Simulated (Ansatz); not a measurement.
**Te: strong compression**

Aim: compress Te (diamond type) step by step, far beyond the usual range, and follow pressure and electronic structure. Methods of the runs shown: PAW. Its runs: cell relaxed at zero pressure (PAW); volume scaled by 1 (PAW); volume scaled by 0.88 (PAW); volume scaled by 0.78 (PAW); volume scaled by 0.68 (PAW); volume scaled by 0.58 (PAW); volume scaled by 0.5 (PAW); volume scaled by 0.43 (PAW and PAW (cutoff 1000 eV)).

Computed with Ansatz 0.2.0 (DFT, PBEsol, PAW with Ansatz's default frozen-core files, scalar-relativistic, unless a step's input says otherwise).

**1. The system as given**

It takes space group Fd-3m (No. 227, cubic). Conventional cell: a = 6.619 Å, b = 6.619 Å, c = 6.619 Å, α = 90.00°, β = 90.00°, γ = 90.00°. Te (site symmetry -43m) is surrounded by 4 Te at 2.87 Å.

Coordinates:

```cif
data_structure
_symmetry_space_group_name_H-M 'P 1'
_symmetry_Int_Tables_number 1
_cell_length_a 4.6804
_cell_length_b 4.6804
_cell_length_c 4.6804
_cell_angle_alpha 60.000
_cell_angle_beta 60.000
_cell_angle_gamma 60.000
_cell_volume 72.50
loop_
_atom_site_label
_atom_site_type_symbol
_atom_site_fract_x
_atom_site_fract_y
_atom_site_fract_z
_atom_site_occupancy
Te1 Te 0.87500 0.87500 0.87500 1
Te2 Te 0.12500 0.12500 0.12500 1
```

Whether this phase is the stable one at these pressures isn't tested.

Atoms are numbered in the order of the input: Te1, Te2.

**2. Cell relaxed at zero pressure, PAW**

Contents of input.yaml:

```yaml
crystal:
  lattice:
    - [0.0, 3.309552974, 3.309552974]
    - [3.309552974, 0.0, 3.309552974]
    - [3.309552974, 3.309552974, 0.0]
  atoms:
    - { symbol: Te, position: [-0.125, -0.125, -0.125] }
    - { symbol: Te, position: [0.125, 0.125, 0.125] }
kpoints:
  mp_grid: { grid: [10, 10, 10] }
scf:
  occupations: { method: fermi_dirac, width: 0.1 }
hamiltonian:
  xc: pbesol
  pseudopotentials: { kind: paw }
output:
  forces: true
  stress: true
relax:
  f_tol: 0.005
  max_steps: 40
  cell: {}
```

The run is started by

```bash
> ansatz run input.yaml --threads 1 --pin off --max-ram 2048MiB --backend cpu --events-out ev --progress --plain --runs-dir out
```

Further steps of the session: Volume scaled by 1, PAW; Volume scaled by 0.88, PAW; Volume scaled by 0.78, PAW; Volume scaled by 0.68, PAW; Volume scaled by 0.58, PAW; Volume scaled by 0.5, PAW; Volume scaled by 0.43, PAW; Volume scaled by 0.43, PAW (cutoff 1000 eV).

Q: Predict the outcome of this session. Wanted: PAW pressure at 0.43 of the volume; fitted bulk modulus at zero pressure.

The runs gave:

| quantity | value |
| --- | --- |
| PAW pressure at 0.43 of the volume | 154.6 GPa |
| PAW (cutoff 1000 eV) pressure at 0.43 of the volume | 154.5 GPa |
| fitted bulk modulus at zero pressure (PAW) | 31 GPa |
| its pressure derivative | 4.16 |

By PAW the pressure climbs to 155 GPa at 0.43 of the first volume. One third-order Birch-Murnaghan curve follows these points (B₀ = 31 GPa, B′ = 4.16, misfit at most 0.14 GPa). A fit over so wide a range leans to the high pressures, so B₀ can be off by several per cent. No all-electron run checks these rows here, and frozen cores can fail under such compression. The ions are at rest, and the electrons smeared by 0.1 eV. Spin-orbit coupling is left out, though the cell holds Te; in elements this heavy it can shift bands and gaps by tenths of an eV.
